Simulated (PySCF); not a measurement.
# B3H3O3: the cost of one run

Programs: PySCF 2.14.0, with density-fitted response routines of our own. Each step states its level of theory. These are calculated values for one molecule in the gas phase, unless marked as measured. Atoms count from 0, in the outputs and in this text.

## Step 1: Starting geometry

9 atoms, charge 0, multiplicity 1; geometry from: GFN2-xTB. The atoms were then displaced at random by about 0.03 Å, so the start is not that level's minimum.

Bonds of the start (Å): B0–O1 1.35, O1–B2 1.34, B2–O3 1.52, O3–B4 1.28, B4–O5 1.40, O5–B0 1.29, B0–H6 1.25, B2–H7 1.10, B4–H8 1.16.

## Step 2: Geometry optimisation at PBE0-D3(BJ)/def2-SVP

Job settings and geometry (Å):

```
{"job": {"xc": "PBE0", "basis": "def2-SVP", "d3": "d3bj", "grid": 1, "shake": 0.03, "kind": "geom"}, "charge": 0, "multiplicity": 1}
B     -0.566760     1.106390     0.248520
O     -1.355830     0.010070     0.200710
B     -0.770470    -1.164880    -0.061400
O      0.732660    -1.173070    -0.262120
B      1.338600    -0.042470    -0.249470
O      0.704300     1.171670     0.020830
H     -1.142190     2.194720     0.434930
H     -1.278440    -2.136560    -0.070250
H      2.498000    -0.023320    -0.337780
```

Launch:

```bash
OMP_NUM_THREADS=1 python probes_run.py task.json out
```

This one command runs all jobs of the session in turn.

Q: Estimate the wall time and peak memory of this first job on 1 thread of Arm Neoverse V2, shared host.

About 16 s, with a peak of 0.39 GiB.
